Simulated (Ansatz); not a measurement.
# CH₄FNTe: small, medium and large basis sets

The task here is to estimate one member of a computed series from the others.

Program: Ansatz 0.2.0, Gaussian basis. Level of theory: one geometry, several basis sets. These are calculated values, not measurements.

Levels to be run: PBE0-D4/def2-SVP; ωB97M-V/def2-SVP; PBE0-D4/def2-QZVPP; ωB97M-V/def2-QZVPP; the functionals' def2-TZVPP values are taken from earlier runs.

### The relaxed structure

An earlier PBE0-D4 in a triple-zeta def2 set relaxation fixed the geometry. Te takes the def2 core potential; no spin-orbit term is included.

SMILES `NC(F)[TeH]`, 8 atoms, charge 0, spin multiplicity 1.

Atoms are counted from 1 here; the program's logs count them from 0.

Bond lengths: N1–C2 1.399 Å, N1–H5 1.009 Å, N1–H6 1.007 Å, C2–F3 1.373 Å, C2–Te4 2.201 Å, C2–H7 1.089 Å, Te4–H8 1.657 Å. Angles: C2–N1–H5 115.8°, C2–N1–H6 114.5°, H5–N1–H6 112.4°, N1–C2–F3 110.7°, N1–C2–Te4 113.1°, N1–C2–H7 110.2°, F3–C2–Te4 107.1°, F3–C2–H7 108.0°, Te4–C2–H7 107.5°, C2–Te4–H8 94.3°.

Set-up of the first run:

File in.yaml:

```yaml
crystal:
  periodic: [false, false, false]
  atoms:
    - {symbol: N, position_ang: [0.057052, 1.270286, -0.399113]}
    - {symbol: C, position_ang: [0.368366, 0.026459, 0.160613]}
    - {symbol: F, position_ang: [1.454082, -0.531228, -0.467821]}
    - {symbol: Te, position_ang: [-1.280784, -1.423840, 0.013906]}
    - {symbol: H, position_ang: [-0.467502, 1.244607, -1.260626]}
    - {symbol: H, position_ang: [-0.311238, 1.941701, 0.254278]}
    - {symbol: H, position_ang: [0.612785, 0.139457, 1.216035]}
    - {symbol: H, position_ang: [-0.340661, -2.724641, 0.426726]}
basis:
  gaussian: {orbitals: def2-SVP}
hamiltonian: {xc: pbe0, dispersion: d4}
output: {orbitals: {seedname: orbitals}}
```

Launch:

```
> ansatz run in.yaml --threads 2 --pin off --events-out ev --progress --plain --max-ram 4352MiB
```

Steps of the session up to this table: PBE0-D4 in def2-SVP; ωB97M-V in def2-SVP; PBE0-D4 in def2-QZVPP; ωB97M-V in def2-QZVPP.

One of the session's tables, all rows but one given; the rest of the session is left out.

It belongs to the step «Functionals by basis». 

```
functional       basis  HOMO (eV)
   PBE0-D4    def2-SVP      -6.18
   PBE0-D4  def2-TZVPP      -6.34
   PBE0-D4  def2-QZVPP      -6.37
   ωB97M-V    def2-SVP      -8.30
   ωB97M-V  def2-TZVPP      -8.48
   ωB97M-V  def2-QZVPP          ?
```

Q: Estimate the row for ωB97M-V, def2-QZVPP from the others.

The run gave: HOMO (eV): -8.52. In the column «HOMO (eV)» it is the lowest.
